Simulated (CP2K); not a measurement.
## WAu under changes of volume

One of the cells (24.622 Å³/atom); the others are scaled copies at fixed shape and fractional positions:

```
W Au
1.0
     4.11424    0.00000    0.00000
     2.05712    3.56304    0.00000
     2.05712    1.18768    3.35927
W Au
1 1
Direct
  0.00000 0.00000 0.00000
  0.75000 0.75000 0.75000
```

The cell was built by a generator and needn't be a form met in nature.

| Quantity | Value |
| --- | --- |
| Program | CP2K 2026.2 |
| Functional | PBEsol |
| Potentials or basis | POTENTIAL_UZH W GTH-PBE-q14, Au GTH-PBE-q11; TZVP-MOLOPT-PBE-GTH basis |
| Density cutoff | 6803 eV |
| k mesh | 8 × 8 × 8 |
| Occupations | fermi-dirac, width 0.01 eV |
| Spin | no spin polarisation |

```tsv
volume (Å³/atom)	energy over the lowest point (meV/atom)	pressure (GPa)
23.145	?	?
23.637	4.80	3.1
24.130	0.00	0.1
24.622	3.90	-2.6
25.115	15.49	-4.9
25.607	33.90	-7.0
26.099	58.34	-8.9
```

What does the run at 23.145 Å³/atom give?

Energy over the lowest point 19.40 meV/atom; pressure 6.5 GPa.

Worked out: A Birch-Murnaghan fit of order 3 (a polynomial in V^(-2/3)) to the other rows has its minimum at 24.15 Å³/atom with B0 = V·E''(V) = 138 GPa and B' = 4.9. It gives 19.37 meV/atom at 23.145 Å³/atom, against the run's 19.40, and -dE/dV = 6.5 GPa, against 6.5.

Energies are extrapolated to zero smearing.

Caveats: with these potentials and basis sets, volumes of gold and of layered tellurides can stand 1.5 % and more from those of plane-wave programs; the potentials were made for another functional, which shifts forces and pressure; the basis of atomic orbitals isn't converged, which shifts pressures, moduli and gaps.
